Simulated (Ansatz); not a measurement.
B2F2H2, SMILES FBBF, a rigid scan of one bond length

With Ansatz's Python interface.

Run as a notebook:

**Cell 1**
```python
import ansatz
from ase import Atoms
import matplotlib.pyplot as plt
import numpy as np
```

**Cell 2**
```python
atoms = Atoms(["F", "B", "B", "F", "H", "H"], positions=[
    [-1.4741, 0.9509, -0.8097],
    [-0.1848, 0.7162, -0.3644],
    [0.133, -0.7299, 0.3428],
    [1.5814, -0.9974, 0.811],
    [0.6705, 1.5205, -0.5206],
    [-0.684, -1.5242, 0.4948],
])
mol = ansatz.Crystal.molecule_from_ase(atoms)
```

**Cell 3**
```python
symbols = [site.symbol for site in mol.cartesian_sites]
start = np.array([site.position_ang for site in mol.cartesian_sites])
axis = (start[1] - start[2]) / np.linalg.norm(start[1] - start[2])
moving = [0, 1, 4]
lengths, energies = [1.444, 1.51, 1.575, 1.641, 1.706, 1.772, 1.838, 1.936], []
for length in lengths:
    xyz = start.copy()
    xyz[moving] += (length - np.linalg.norm(start[1] - start[2])) * axis
    point = ansatz.Crystal.molecule()
    for symbol, place in zip(symbols, xyz):
        point = point.atom(symbol, place.tolist())
    setup = point.calculation().basis(gaussian="6-31G*").correlation("mp2")
    data = setup.run(threads=1).report
    energies.append(data["free_energy_ev"])
    print(f"r = {length:6.3f} A  E = {energies[-1]:.5f} eV  <S^2> = {abs(data['mean_field']['state']['spin_squared']):.3f}")

# quartic fit about the minimum
fit = np.polynomial.Polynomial.fit(lengths, np.array(energies) - min(energies), 4).convert()
roots = [r.real for r in fit.deriv().roots() if abs(r.imag) < 1e-9 and fit.deriv(2)(r.real) > 0]
r_e = min(roots, key=lambda r: abs(r - lengths[int(np.argmin(energies))]))
print(f"minimum of the fit at {r_e:.4f} A, force constant {fit.deriv(2)(r_e):.2f} eV/A^2")
plt.figure(figsize=(4.5, 3))
plt.plot(lengths, np.array(energies) - min(energies), "o-")
plt.xlabel("bond length (A)")
plt.ylabel("E - E(min) (eV)")
plt.tight_layout()
plt.savefig("scan.png", dpi=100)
```
Output:
```text
r =  1.444 A  E = -6800.02578 eV  <S^2> = 0.000
r =  1.510 A  E = -6800.56579 eV  <S^2> = 0.000
r =  1.575 A  E = -6800.90582 eV  <S^2> = 0.000
r =  1.641 A  E = -6801.10135 eV  <S^2> = 0.000
r =  1.706 A  E = -6801.18077 eV  <S^2> = 0.000
r =  1.772 A  E = -6801.17387 eV  <S^2> = 0.000
r =  1.838 A  E = -6801.10021 eV  <S^2> = 0.000
r =  1.936 A  E = -6800.90270 eV  <S^2> = 0.000
minimum of the fit at 1.7321 A, force constant 17.82 eV/A^2
```

Caveats:
- Total energies depend on the basis set; only differences at equal settings carry meaning.
- The rest of the molecule is held rigid at a force-field or estimated start geometry, and the basis set is modest; single-reference methods fail as a bond breaks.
- The orbitals are restricted, so S² is zero by construction.
- S² is that of the Hartree-Fock reference.
- Wall time of the script: 3.5 s on 1 thread of Arm Neoverse V2, with other jobs on the host, peak memory 0.2 GiB.
